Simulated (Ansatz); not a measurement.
Working through an active-space calculation of GaH5O, SMILES [OH2+][GaH3-]

With the Ansatz DFT code, driven from Python.

The cells in order, each with its output:

**Cell 1**
```python
import ansatz
```

**Cell 2**
```python
molecule = (
    ansatz.Crystal.molecule()
    .atom("O", (-0.4073, -1.1763, -0.0864))
    .atom("Ga", (0.0275, 0.6293, -0.0863))
    .atom("H", (-0.5218, -1.3846, 0.8442))
    .atom("H", (0.412, -1.5943, -0.4573))
    .atom("H", (0.2583, 1.1299, -1.6156))
    .atom("H", (-1.1329, 1.5204, 0.604))
    .atom("H", (1.4254, 0.8076, 0.7516))
)

job = (
    molecule.calculation()
    .basis(gaussian="def2-SVP")  # atom-centred Gaussian functions
    .correlation(active_electrons=6, active_orbitals=7)  # correlation on top of the mean field
)
for method in [None, "sc_nevpt2", "fic_mrcisd_q"]:
    rep = (job if method is None else job.correlation(method)).run(threads=1).report
    space = rep["configurations"]
    state = space["states"][0]
    print(method or "casscf", f"total {rep['free_energy_ev'] / 27.211386246:.6f} Ha, active-space state {state['energy']['hartree']:.6f} Ha, mean field {rep['reference_energy_ev'] / 27.211386246:.6f} Ha")
    print("  determinants", state["n_determinants"], " natural occupations", [round(n, 3) for n in space["natural_occupations"]])
print("effectively unpaired electrons, sum of min(n, 2 - n):", round(sum(min(n, 2 - n) for n in space["natural_occupations"]), 3))
```
Output:
```text
casscf total -2000.758730 Ha, active-space state -2000.758730 Ha, mean field -2000.664894 Ha
  determinants 1225  natural occupations [1.982, 1.977, 1.975, 0.024, 0.022, 0.018, 0.003]
RunWarning: the results are in doubt because another end's mean lies 1.227 eV lower, and its corrected mean 0.306 eV higher
sc_nevpt2 total -2001.104610 Ha, active-space state -2000.713647 Ha, mean field -2000.664894 Ha
  determinants 1225  natural occupations [1.981, 1.973, 1.968, 0.032, 0.02, 0.019, 0.008]
fic_mrcisd_q total -2001.121104 Ha, active-space state -2000.758723 Ha, mean field -2000.664894 Ha
  determinants 1225  natural occupations [1.982, 1.977, 1.975, 0.024, 0.022, 0.018, 0.003]
effectively unpaired electrons, sum of min(n, 2 - n): 0.133
```

Total energies depend on the basis set; only differences at equal settings carry meaning. Warnings are shown shortened and without file and line. The geometry is a force-field or estimated start, not a minimum of this method, and the basis set is short of its limit. The active space starts as a window about the frontier orbitals and is then optimised, not chosen by chemistry. A lower CASSCF solution was found and passed over, so the printed active-space state isn't the lowest. Wall time of the script: 62 s on 1 thread of Arm Neoverse V2 (shared host), peak memory 0.33 GiB.

(Lines on the test bed's own set-up are left out of the output.)
